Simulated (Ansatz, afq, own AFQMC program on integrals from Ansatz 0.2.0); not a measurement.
# BH₃Br (doublet): AFQMC on the coupled-cluster ladder at distance B1–H4 along a hydrogen transfer = 1.296 Å, cc-pVTZ

Aim: compute BH₃Br (doublet) with auxiliary-field quantum Monte Carlo on the same integrals as coupled cluster, and set the energies side by side.

Program: Ansatz 0.2.0, Gaussian basis, and an in-house AFQMC program (afq) on its integrals; all values are calculated. Level of theory: cc-pVTZ, frozen cores. These are calculated values, not measurements.

To be run: PBE (unrestricted); CCSD(T) on UHF; CCSD(T) on UHF; r2SCAN (unrestricted); PBE0 (unrestricted); B3LYP (unrestricted); CCSD(T) on UHF; wB97M-V (unrestricted); B2PLYP (unrestricted); Phaseless AFQMC, CISD trial on UHF.

### 1 What is computed

The geometry derives from fragments relaxed apart (PBE0/def2-TZVP) and kept rigid, so it is no stationary point. A hydrogen atom is moved between rigid fragments. No spin-orbit coupling is included. The filled d shell of Br may be among the frozen orbitals whatever the setting's name suggests; the logs give the count.

5 atoms, charge 0, spin multiplicity 2.

Atoms are counted from 1 here; the program's logs count them from 0.

Bond lengths: B1–H2 1.193 Å, B1–H3 1.193 Å, B1–H4 1.296 Å, H4–Br5 1.788 Å. Angles: H2–B1–H3 120.0°, H2–B1–H4 120.0°, H3–B1–H4 120.0°, B1–H4–Br5 180.0°.

Geometry (Å):

```
B    -2.6299    0.0000    0.0000
H    -3.2267    1.0336    0.0000
H    -3.2267   -1.0336    0.0000
H    -1.3339    0.0000    0.0000
Br    0.4541    0.0000    0.0000
```

### 2 PBE (unrestricted)

Input file in.yaml:

```yaml
crystal:
  periodic: [false, false, false]
  atoms:
    - {symbol: B, position_ang: [-2.629938, 0.000000, 0.000000]}
    - {symbol: H, position_ang: [-3.226671, 1.033571, 0.000000]}
    - {symbol: H, position_ang: [-3.226671, -1.033571, 0.000000]}
    - {symbol: H, position_ang: [-1.333938, 0.000000, 0.000000]}
    - {symbol: Br, position_ang: [0.454062, 0.000000, 0.000000]}
basis:
  gaussian: {orbitals: cc-pVTZ}
magnetization: {spin_polarized: true, initial_magnetization: 1}
hamiltonian: {xc: {name: PBE}}
output: {orbitals: {seedname: orbitals}}
```

On the command line:

```bash
$ ansatz run in.yaml --threads 1 --pin off --events-out ev --progress --plain --max-ram 8192MiB --backend cpu
```

Output:

```text
Functional definition: PBE
  name "PBE"
  cite "Perdew, Burke & Ernzerhof, Phys. Rev. Lett. 77, 3865 (1996) doi:10.1103/PhysRevLett.77.3865"
  parent pbe
  parameter kappa = 0.804
  parameter beta = 0.06672455060314922
  exchange = pbe_x(kappa = kappa, mu = beta*pi^2/3)
  correlation = pbe_c(beta = beta)
766 factors; their error is unknown
mean field evaluation 1: about -70756.7685 eV, gradient 1.6e1 eV
mean field evaluation 2: about -70755.0847 eV, gradient 2.1e1 eV
mean field evaluation 4: about -70758.5158 eV, gradient 1.2e0 eV
mean field evaluation 8: about -70758.5079 eV, gradient 3.7e-2 eV
mean field evaluation 16: about -70758.5079 eV, gradient 2.0e-5 eV
mean field evaluation 32: about -70756.8414 eV, gradient 2.5e-2 eV
mean field -70758.50785846 eV, -2600.3272019590 hartree, gradient 2.0e-5 eV, S^2 0.752344; 6 other end points of the search recorded, 0 dependent functions left out
reference -70758.50789281 eV, -2600.3272032214 hartree; 22, 21 occupied and 93, 94 virtual orbitals, 766 factors
Total energy: -70758.50789281 eV, -2600.3272032214 hartree
```

Wall time 7.5 s (1 thread of AMD EPYC 7R13 (Zen 3), shared host); peak memory 1.6 GiB.

From the report: ⟨S²⟩ of the determinant 0.752 (pure doublet: 0.75).

### 3 CCSD(T) on UHF

Changes to in.yaml since step 2:

```diff
@@ -11,3 +11,2 @@
 magnetization: {spin_polarized: true, initial_magnetization: 1}
-hamiltonian: {xc: {name: PBE}}
-output: {orbitals: {seedname: orbitals}}
+correlation: {method: ccsd_t, electrons: outside_noble_gas, hamiltonian_folder: ham}
```

On the command line:

```bash
$ ansatz run in.yaml --threads 1 --pin off --events-out ev --progress --plain --max-ram 24576MiB --backend cuda --devices 0, --max-vram 18GiB
```

Output (excerpt; [...] marks lines left out):

```text
Functional definition: HF
  name "HF"
  cite "Fock, Z. Phys. 61, 126 (1930) doi:10.1007/BF01340294"
  parent pbe
[...]
680 factors; integrals over basis functions are off by at most 1.2e-3 eV
[...]
mean field -70717.50733368 eV, -2598.8204604648 hartree, gradient 2.2e-6 eV, S^2 0.771945; 6 other end points of the search recorded, 0 dependent functions left out
determinant -70717.50733368 eV, -2598.8204604648 hartree, with singles and doubles -70725.84467360 eV, -2599.1268520556 hartree
determinant -70716.19165958 eV, -2598.7721103333 hartree, with singles and doubles -70724.48106519 eV, -2599.0767403707 hartree
determinant -70716.16341863 eV, -2598.7710724974 hartree, with singles and doubles -70724.45186988 eV, -2599.0756674628 hartree
15 core orbitals not correlated: weight in the atoms' cores, before any rotation towards them, 1.000 or more for the frozen orbitals, at most 0.000 for the correlated occupied ones
reference -70717.50733368 eV, -2598.8204604648 hartree; 7, 6 occupied and 93, 94 virtual orbitals, 680 factors
second order -7.15539907 eV of doubles, -0.00000000 eV of singles
cycle   1  -8.21334612 eV  change   -4.3e-1 eV  update   1.8e-2
[...]
cycle   8  -8.22446121 eV  change   -7.1e-6 eV  update   1.6e-5
perturbative correction -0.25319977 eV, -0.0093049197 hartree
Total energy: -70725.98499466 eV, -2599.1320087594 hartree
```

Wall time 12 s (1 × NVIDIA H100 80GB HBM3 with 1 thread of AMD EPYC 7R13 (Zen 3), shared host); peak host memory 1.6 GiB.

From the report: ⟨S²⟩ of the determinant 0.772 (pure doublet: 0.75); correlation -8.4777 eV; T1 0.012; largest double amplitude 0.05.

This run also writes the integrals to the folder ham.

### 4 CCSD(T) on UHF

Changes to in.yaml since step 3:

```diff
@@ -9,4 +9,4 @@
 basis:
-  gaussian: {orbitals: cc-pVTZ}
+  gaussian: {orbitals: def2-TZVPP}
 magnetization: {spin_polarized: true, initial_magnetization: 1}
-correlation: {method: ccsd_t, electrons: outside_noble_gas, hamiltonian_folder: ham}
+correlation: {method: ccsd_t, electrons: outside_noble_gas}
```

The command is unchanged.

Output (excerpt; [...] marks lines left out):

```text
Functional definition: HF
  name "HF"
  cite "Fock, Z. Phys. 61, 126 (1930) doi:10.1007/BF01340294"
  parent pbe
[...]
741 factors; integrals over basis functions are off by at most 1.1e-3 eV
[...]
mean field -70716.24980334 eV, -2598.7742470771 hartree, gradient 3.6e-6 eV, S^2 0.772079; 5 other end points of the search recorded, 0 dependent functions left out
determinant -70716.24980334 eV, -2598.7742470771 hartree, with singles and doubles -70724.61717605 eV, -2599.0817423524 hartree
determinant -70714.93224608 eV, -2598.7258277409 hartree, with singles and doubles -70723.24744235 eV, -2599.0314055673 hartree
determinant -70714.90389663 eV, -2598.7247859176 hartree, with singles and doubles -70723.21678138 eV, -2599.0302787976 hartree
15 core orbitals not correlated: weight in the atoms' cores, before any rotation towards them, 1.000 or more for the frozen orbitals, at most 0.000 for the correlated occupied ones
reference -70716.24980334 eV, -2598.7742470771 hartree; 7, 6 occupied and 99, 100 virtual orbitals, 741 factors
second order -7.18027893 eV of doubles, -0.00000000 eV of singles
cycle   1  -8.23903836 eV  change   -4.2e-1 eV  update   1.8e-2
[...]
cycle   8  -8.24876672 eV  change   -5.7e-6 eV  update   1.4e-5
perturbative correction -0.25707011 eV, -0.0094471522 hartree
Total energy: -70724.75564017 eV, -2599.0868308151 hartree
```

Run time: 8.5 s. Hardware: 1 × NVIDIA H100 80GB HBM3 with 1 thread of AMD EPYC 7R13 (Zen 3), shared host; peak host memory 1.6 GiB.

From the report: ⟨S²⟩ of the determinant 0.772 (pure doublet: 0.75); correlation -8.5058 eV; T1 0.012; largest double amplitude 0.04.

### 5 r2SCAN (unrestricted)

Changes to in.yaml since step 4:

```diff
@@ -9,4 +9,4 @@
 basis:
-  gaussian: {orbitals: def2-TZVPP}
+  gaussian: {orbitals: cc-pVTZ}
 magnetization: {spin_polarized: true, initial_magnetization: 1}
-correlation: {method: ccsd_t, electrons: outside_noble_gas}
+hamiltonian: {xc: {name: r2SCAN}}
```

On the command line:

```bash
$ ansatz run in.yaml --threads 1 --pin off --events-out ev --progress --plain --max-ram 8192MiB --backend cpu
```

Output:

```text
Functional definition: r2SCAN
  name "r2SCAN"
  cite "Furness, Kaplan, Ning, Perdew & Sun, J. Phys. Chem. Lett. 11, 8208 (2020) doi:10.1021/acs.jpclett.0c02405"
  cite "Furness, Kaplan, Ning, Perdew & Sun, J. Phys. Chem. Lett. 11, 9248 (2020) doi:10.1021/acs.jpclett.0c03077"
  parent r2scan
  parameter k0 = 0.174
  parameter k1 = 0.065
  parameter a1 = 4.9479
  exchange = r2scan_x(k0 = k0, k1 = k1, a1 = a1)
  correlation = r2scan_c
766 factors; their error is unknown
mean field evaluation 1: about -70768.3596 eV, gradient 1.2e1 eV
mean field evaluation 2: about -70768.0251 eV, gradient 1.4e1 eV
mean field evaluation 4: about -70769.4721 eV, gradient 8.5e-1 eV
mean field evaluation 8: about -70769.4584 eV, gradient 2.5e-1 eV
mean field evaluation 16: about -70769.4586 eV, gradient 5.6e-5 eV
mean field -70769.45855956 eV, -2600.7296328019 hartree, gradient 5.6e-5 eV, S^2 0.755587; 3 other end points of the search recorded, 0 dependent functions left out
reference -70769.45857119 eV, -2600.7296332294 hartree; 22, 21 occupied and 93, 94 virtual orbitals, 766 factors
Total energy: -70769.45857119 eV, -2600.7296332294 hartree
```

Run time: 14 s. Hardware: 1 thread of AMD EPYC 7R13 (Zen 3), shared host; peak memory 1.6 GiB.

From the report: ⟨S²⟩ of the determinant 0.756 (pure doublet: 0.75).

### 6 PBE0 (unrestricted)

Changes to in.yaml since step 5:

```diff
@@ -11,2 +11,3 @@
 magnetization: {spin_polarized: true, initial_magnetization: 1}
-hamiltonian: {xc: {name: r2SCAN}}
+hamiltonian: {xc: {name: PBE0}}
+output: {orbitals: {seedname: orbitals}}
```

Same command.

Output:

```text
Functional definition: PBE0
  name "PBE0"
  cite "Adamo & Barone, J. Chem. Phys. 110, 6158 (1999) doi:10.1063/1.478522"
  cite "Perdew, Burke & Ernzerhof, Phys. Rev. Lett. 77, 3865 (1996) doi:10.1103/PhysRevLett.77.3865"
  parent pbe
  parameter a = 0.25
  parameter kappa = 0.804
  parameter beta = 0.06672455060314922
  exchange = (1 - a)*pbe_x(kappa = kappa, mu = beta*pi^2/3) + a*exact_x
  correlation = pbe_c(beta = beta)
805 factors; their error is unknown
mean field evaluation 1: about -70760.4435 eV, gradient 9.0e0 eV
mean field evaluation 2: about -70760.7219 eV, gradient 6.0e0 eV
mean field evaluation 4: about -70760.9731 eV, gradient 5.2e-1 eV
mean field evaluation 8: about -70761.1932 eV, gradient 2.4e-1 eV
mean field evaluation 16: about -70761.1933 eV, gradient 4.3e-5 eV
mean field -70761.19334881 eV, -2600.4258919094 hartree, gradient 4.3e-5 eV, S^2 0.755305; 1 other end points of the search recorded, 0 dependent functions left out
reference -70761.19337480 eV, -2600.4258928643 hartree; 22, 21 occupied and 93, 94 virtual orbitals, 805 factors
Total energy: -70761.19337480 eV, -2600.4258928643 hartree
```

Wall time 3.2 s (1 thread of AMD EPYC 7R13 (Zen 3), shared host); peak memory 1.6 GiB.

From the report: ⟨S²⟩ of the determinant 0.755 (pure doublet: 0.75).

### 7 B3LYP (unrestricted)

Changes to in.yaml since step 6:

```diff
@@ -11,3 +11,2 @@
 magnetization: {spin_polarized: true, initial_magnetization: 1}
-hamiltonian: {xc: {name: PBE0}}
-output: {orbitals: {seedname: orbitals}}
+hamiltonian: {xc: {name: B3LYP}}
```

Same command.

Output (excerpt; [...] marks lines left out):

```text
Functional definition: B3LYP
  name "B3LYP"
  cite "Stephens, Devlin, Chabalowski & Frisch, J. Phys. Chem. 98, 11623 (1994) doi:10.1021/j100096a001"
  cite "Becke, Phys. Rev. A 38, 3098 (1988) doi:10.1103/PhysRevA.38.3098"
  cite "Lee, Yang & Parr, Phys. Rev. B 37, 785 (1988) doi:10.1103/PhysRevB.37.785"
  cite "Vosko, Wilk & Nusair, Can. J. Phys. 58, 1200 (1980) doi:10.1139/p80-159"
[...]
796 factors; their error is unknown
[...]
mean field -70771.65515977 eV, -2600.8103563709 hartree, gradient 3.4e-5 eV, S^2 0.753853; 1 other end points of the search recorded, 0 dependent functions left out
reference -70771.65538245 eV, -2600.8103645540 hartree; 22, 21 occupied and 93, 94 virtual orbitals, 796 factors
Total energy: -70771.65538245 eV, -2600.8103645540 hartree
```

Run time: 3.2 s. Hardware: 1 thread of AMD EPYC 7R13 (Zen 3), shared host; peak memory 1.6 GiB.

From the report: ⟨S²⟩ of the determinant 0.754 (pure doublet: 0.75).

### 8 CCSD(T) on UHF

Changes to in.yaml since step 7:

```diff
@@ -9,4 +9,4 @@
 basis:
-  gaussian: {orbitals: cc-pVTZ}
+  gaussian: {orbitals: "def2-QZVPP.json"}
 magnetization: {spin_polarized: true, initial_magnetization: 1}
-hamiltonian: {xc: {name: B3LYP}}
+correlation: {method: ccsd_t, electrons: outside_noble_gas}
```

On the command line:

```bash
$ ansatz run in.yaml --threads 1 --pin off --events-out ev --progress --plain --max-ram 24576MiB --backend cuda --devices 0, --max-vram 18GiB
```

Output (excerpt; [...] marks lines left out):

```text
Functional definition: HF
  name "HF"
  cite "Fock, Z. Phys. 61, 126 (1930) doi:10.1007/BF01340294"
  parent pbe
[...]
1460 factors; integrals over basis functions are off by at most 1.1e-3 eV
[...]
mean field -70717.63714620 eV, -2598.8252309868 hartree, gradient 1.5e-6 eV, S^2 0.772535; 4 other end points of the search recorded, 0 dependent functions left out
determinant -70717.63714620 eV, -2598.8252309868 hartree, with singles and doubles -70726.66378271 eV, -2599.1569537600 hartree
determinant -70716.32351172 eV, -2598.7769558102 hartree, with singles and doubles -70725.28962500 eV, -2599.1064543958 hartree
determinant -70716.29585297 eV, -2598.7759393698 hartree, with singles and doubles -70725.26238313 eV, -2599.1054532755 hartree
15 core orbitals not correlated: weight in the atoms' cores, before any rotation towards them, 1.000 or more for the frozen orbitals, at most 0.000 for the correlated occupied ones
reference -70717.63714620 eV, -2598.8252309868 hartree; 7, 6 occupied and 214, 215 virtual orbitals, 1460 factors
second order -7.82174158 eV of doubles, -0.00000000 eV of singles
cycle   1  -8.79073681 eV  change   -8.7e-1 eV  update   2.2e-2
[...]
cycle   9  -8.81530139 eV  change    6.0e-6 eV  update   6.8e-6
perturbative correction -0.30392978 eV, -0.0111692133 hartree
Total energy: -70726.75637736 eV, -2599.1603565508 hartree
```

It took 15 s on 1 × NVIDIA H100 80GB HBM3 with 1 thread of AMD EPYC 7R13 (Zen 3), shared host; peak host memory 1.6 GiB.

From the report: ⟨S²⟩ of the determinant 0.773 (pure doublet: 0.75); correlation -9.1192 eV; T1 0.013; largest double amplitude 0.04.

### 9 wB97M-V (unrestricted)

Changes to in.yaml since step 8:

```diff
@@ -9,4 +9,5 @@
 basis:
-  gaussian: {orbitals: "def2-QZVPP.json"}
+  gaussian: {orbitals: cc-pVTZ}
 magnetization: {spin_polarized: true, initial_magnetization: 1}
-correlation: {method: ccsd_t, electrons: outside_noble_gas}
+hamiltonian: {xc: {name: wB97M-V}}
+output: {orbitals: {seedname: orbitals}}
```

On the command line:

```bash
$ ansatz run in.yaml --threads 1 --pin off --events-out ev --progress --plain --max-ram 8192MiB --backend cpu
```

Output (excerpt; [...] marks lines left out):

```text
Functional definition: wB97M-V
  name "wB97M-V"
  cite "Mardirossian & Head-Gordon, J. Chem. Phys. 144, 214110 (2016) doi:10.1063/1.4952647"
  cite "Becke, J. Chem. Phys. 107, 8554 (1997) doi:10.1063/1.475007"
  cite "Vydrov & Van Voorhis, J. Chem. Phys. 133, 244103 (2010) doi:10.1063/1.3521275"
  # Of w^i u^j: cxij and so on, Table III.
[...]
  gx(w, u) = 1 - cx + cx01*u + cx10*w
  gss(w, u) = css00 + css04*u^4 + css10*w + css20*w^2 + css43*w^4*u^3
  gos(w, u) = cos00 + cos10*w + (cos20 + cos21*u)*w^2 + (cos60 + cos61*u)*w^6
[...]
      + integral(e_c_pw_mod_opposite_spin*gos(b97_w_opposite, b97_u_opposite)) + vv10(b, c)
788 factors; their error is unknown
153 factors; integrals over basis functions are off by at most 4.1e-5 eV
[...]
mean field -70765.72054078 eV, -2600.5922631454 hartree, gradient 3.3e-5 eV, S^2 0.754219; 2 other end points of the search recorded, 0 dependent functions left out
reference -70765.72058049 eV, -2600.5922646047 hartree; 22, 21 occupied and 93, 94 virtual orbitals, 788 factors
Total energy: -70765.72058049 eV, -2600.5922646047 hartree
```

Run time: 12 s. Hardware: 1 thread of AMD EPYC 7R13 (Zen 3), shared host; peak memory 1.6 GiB.

From the report: ⟨S²⟩ of the determinant 0.754 (pure doublet: 0.75).

### 10 B2PLYP (unrestricted)

Changes to in.yaml since step 9:

```diff
@@ -11,3 +11,3 @@
 magnetization: {spin_polarized: true, initial_magnetization: 1}
-hamiltonian: {xc: {name: wB97M-V}}
-output: {orbitals: {seedname: orbitals}}
+hamiltonian: {xc: {name: B2PLYP}}
+correlation: {electrons: outside_noble_gas}
```

Launched as before.

Output (excerpt; [...] marks lines left out):

```text
Functional definition: B2PLYP
  name "B2PLYP"
  cite "Grimme, J. Chem. Phys. 124, 034108 (2006) doi:10.1063/1.2148954"
  cite "Becke, Phys. Rev. A 38, 3098 (1988) doi:10.1103/PhysRevA.38.3098"
  cite "Lee, Yang & Parr, Phys. Rev. B 37, 785 (1988) doi:10.1103/PhysRevB.37.785"
[...]
680 factors; integrals over basis functions are off by at most 1.2e-3 eV
[...]
mean field -70755.87075013 eV, -2600.2302900155 hartree, gradient 4.4e-6 eV, S^2 0.759607; 4 other end points of the search recorded, 0 dependent functions left out
15 core orbitals not correlated: weight in the atoms' cores, before any rotation towards them, 1.000 or more for the frozen orbitals, at most 0.000 for the correlated occupied ones
reference -70755.87089197 eV, -2600.2302952279 hartree; 7, 6 occupied and 93, 94 virtual orbitals, 680 factors
second order -8.74873516 eV of doubles, -0.00000000 eV of singles
Total energy: -70758.23305046 eV, -2600.3171029514 hartree
```

It took 6.5 s on 1 thread of AMD EPYC 7R13 (Zen 3), shared host; peak memory 1.9 GiB.

From the report: ⟨S²⟩ of the determinant 0.760 (pure doublet: 0.75).

### 11 Phaseless AFQMC, CISD trial on UHF

It reads the integrals that the CCSD(T) run on this determinant wrote.

On the command line:

```bash
$ afq ham --method phaseless --trial cisd --walkers 900 --populations 20 --least-time 60 --time-step 0.005 --steps-per-block 50 --equilibration-blocks 28 --max-blocks 4000 --target-error 0.00021 --factor-cut 1e-05 --start spin_pure --seed 1191 --release-times 0.24,0.51,0.99,1.62,2.4 --release-step 0.03 --release-every 3 --taylor-order 6
```

Output:

```text
orbitals 100  electrons 7 6  factors 619 of 680
reference energy -2598.82046046 Eh
CCSD correlation -0.30224349 Eh in 11 cycles, weight of the determinant in the CISD state 0.8739
energy of the start -2599.121737 Eh
 block  time / (1/Eh)  mean weight  energy / Eh
     1     0.250  1.0001  -2599.117571
     2     0.500  0.9994  -2599.120742
     3     0.750  1.0007  -2599.124276
     4     1.000  0.9998  -2599.126259
     5     1.250  1.0003  -2599.127539
     6     1.500  1.0005  -2599.130457
     7     1.750  0.9996  -2599.130777
     8     2.000  1.0008  -2599.130516
     9     2.250  1.0003  -2599.131755
    10     2.500  0.9998  -2599.132183
    11     2.750  1.0002  -2599.132602
    13     3.250  1.0000  -2599.132729
    15     3.750  1.0003  -2599.134243
    17     4.250  1.0010  -2599.132884
    19     4.750  1.0003  -2599.134223
    21     5.250  0.9999  -2599.133323
    23     5.750  0.9994  -2599.133066
    25     6.250  0.9997  -2599.132425
    27     6.750  1.0006  -2599.133415
    29     7.250  0.9999  -2599.133015
    31     7.750  1.0009  -2599.134462
    33     8.250  0.9996  -2599.134940
    35     8.750  0.9994  -2599.132894
    37     9.250  1.0001  -2599.132744
    39     9.750  0.9993  -2599.134154
    41    10.250  0.9988  -2599.134358
    43    10.750  0.9999  -2599.132655
    45    11.250  0.9998  -2599.132668
    47    11.750  1.0019  -2599.132195
    49    12.250  1.0002  -2599.131827
    51    12.750  0.9993  -2599.132961
    53    13.250  0.9997  -2599.132048
    55    13.750  1.0005  -2599.131703
    57    14.250  1.0007  -2599.132022
    59    14.750  0.9998  -2599.132364
    61    15.250  0.9999  -2599.132293
    63    15.750  1.0007  -2599.132116
    65    16.250  1.0002  -2599.130831
    67    16.750  1.0006  -2599.132046
    69    17.250  0.9999  -2599.132553
    71    17.750  0.9997  -2599.131334
    73    18.250  0.9996  -2599.133249
    75    18.750  0.9994  -2599.133432
    77    19.250  1.0005  -2599.133202
    79    19.750  0.9999  -2599.132103
    81    20.250  1.0002  -2599.133429
    83    20.750  0.9998  -2599.132659
    85    21.250  0.9998  -2599.133106
    87    21.750  1.0004  -2599.134516
    89    22.250  0.9996  -2599.134304
    91    22.750  0.9999  -2599.132569
    93    23.250  1.0002  -2599.133577
    95    23.750  1.0007  -2599.131981
    97    24.250  1.0002  -2599.133879
error from the spread of 20 populations
released: time / (1/Eh)  energy / Eh  error  mean overlap
  0.24  -2599.133104  0.000150  0.9975
  0.51  -2599.133476  0.000373  0.9942
  0.99  -2599.133306  0.000172  0.9920
  1.62  -2599.133655  0.000285  0.9786
  2.40  -2599.133688  0.000419  0.9766
energy -2599.132768 +/- 0.000187 Eh
```

Wall time 84 s (1 × NVIDIA H100 80GB HBM3 with 2 threads of AMD EPYC 7R13 (Zen 3), shared host); peak host memory 1.9 GiB.

Energy -70726.0057 ± 0.0051 eV. Caveats: constraint bias not in the error.

### 12 All levels side by side

On the UHF determinant, counted from CCSD(T) (a yardstick, not exact):

```csv
level,energy (eV),from CCSD(T) (kJ/mol),statistical error (kJ/mol),time
HF,-70717.5073,+818.0,,
MP2,-70724.6627,+127.6,,
CCSD,-70725.7318,+24.4,,
CCSD(T),-70725.9850,0.0,,
"Phaseless AFQMC, CISD trial, step 0.005, 900 walkers",-70726.0057,-2.0,0.5,84 s
```

The functionals' totals stand on their own zeros and serve differences with other points: PBE -70758.508 eV; r2SCAN -70769.459 eV; PBE0 -70761.193 eV; B3LYP -70771.655 eV; wB97M-V -70765.721 eV; B2PLYP -70758.233 eV.

### 13 Results

| quantity | value |
| --- | --- |
| Phaseless AFQMC, CISD trial on UHF from CCSD(T) | -2.0 ± 0.5 kJ/mol |

**Reading.** On UHF the phaseless walk with the CISD trial lies -2.0 kJ/mol from CCSD(T), 4 times its error bar. Error bars are statistical and leave out the constraint, the time step and what remains of the start.
